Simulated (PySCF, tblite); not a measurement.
**C5H9NOSi: geometry, infrared bands and NMR shifts**

What infrared bands and NMR shifts should C5H9NOSi (`C=C[C@H](C#N)CO[SiH3]`) show?

Programs: tblite 0.8.0 and PySCF 2.14.0, with density-fitted response routines of our own. Each step states its level of theory. These are calculated values for one molecule in the gas phase, unless marked as measured. Atoms are numbered from 0 throughout.

## 1. Starting geometry

17 atoms, charge 0, multiplicity 1; geometry from: force field or distance geometry start.

Bonds of the start (Å): C0–C1 1.34, C1–C2 1.52, C2–C3 1.46, C3–N4 1.18, C2–C5 1.55, C5–O6 1.43, O6–Si7 1.66, C0–H8 1.09, C0–H9 1.08, C1–H10 1.09, C2–H11 1.10, C5–H12 1.09, C5–H13 1.10, Si7–H14 1.49, Si7–H15 1.49, Si7–H16 1.48.

## 2. Optimising the geometry with GFN2-xTB

The job: settings as JSON, then the geometry in Å.

```
{"job": {"kind": "relax", "xc": "GFN2-xTB", "basis": "xTB"}, "charge": 0, "multiplicity": 1}
C      2.284900     1.188800    -0.897900
C      1.654900     0.025000    -0.693100
C      0.948300    -0.352800     0.602600
C      1.549400    -1.556800     1.162800
N      2.007000    -2.532700     1.630800
C     -0.565100    -0.601600     0.347900
O     -1.218100     0.645600     0.094100
Si    -2.826700     0.623800    -0.301800
H      2.302000     1.973300    -0.145500
H      2.769500     1.392300    -1.837200
H      1.666000    -0.725400    -1.480800
H      1.036600     0.469500     1.321700
H     -0.702000    -1.288000    -0.486000
H     -1.004600    -1.064400     1.238500
H     -3.315500     2.013600    -0.515300
H     -3.591000    -0.021400     0.808300
H     -3.002500    -0.176700    -1.539600
```

Launch:

```sh
$ OMP_NUM_THREADS=1 python probes_run.py task.json out
```

The driver reads the jobs from task.json and runs them one after another.

**Question.** This job is followed by: GFN2-xTB harmonic vibrations, gas phase; GIAO PBE0/pcSseg-1 NMR shielding, non-relativistic, gas phase. Predict these results of the whole session: strongest single infrared mode (GFN2-xTB); zero-point energy (GFN2-xTB); ¹³C shifts against TMS (PBE0/pcSseg-1); ¹H shifts against TMS (PBE0/pcSseg-1, means over atoms taken as alike); ¹⁵N shifts against NH3 (PBE0/pcSseg-1); ¹⁷O shifts against H2O (PBE0/pcSseg-1); ²⁹Si shifts against TMS (PBE0/pcSseg-1).

**Answer**, as computed:

| quantity | value |
| --- | --- |
| strongest single infrared mode (GFN2-xTB) | 838 cm⁻¹, 403 km/mol |
| zero-point energy (GFN2-xTB) | 77.6 kcal/mol |
| ¹³C shifts against TMS (PBE0/pcSseg-1) | 142.5, 129.5, 121.9, 70.6, 40.5 ppm |
| ¹H shifts against TMS (PBE0/pcSseg-1, means over atoms taken as alike) | 5.90, 5.70, 5.70, 4.88, 4.09, 3.76, 3.14 ppm |
| ¹⁵N shifts against NH3 (PBE0/pcSseg-1) | 304.4 ppm |
| ¹⁷O shifts against H2O (PBE0/pcSseg-1) | 18.2 ppm |
| ²⁹Si shifts against TMS (PBE0/pcSseg-1) | -34.9 ppm |

**Reading.** The optimisation took 54 steps and gained 0.254 eV; among the close pairs (by a distance rule), C5–O6 changed most, from 1.431 to 1.389 Å. No mode is imaginary among the 45: a minimum at this level. The strongest single mode, at 838 cm⁻¹, is carried by H15, H16, Si7. GFN2-xTB is a fitted tight-binding method: band positions and strengths are rough. Its intensities can rank the bands wrongly. C1 (alkene CH) lies farthest downfield among carbon, at 142.5 ppm; the olefinic region. H10 (hydrogen on an alkene CH) lies farthest downfield among hydrogen, at 5.90 ppm; olefinic region. At PBE0/pcSseg-1: The widest tensor belongs to N4: span 490 ppm, with a paramagnetic part of -376 ppm.
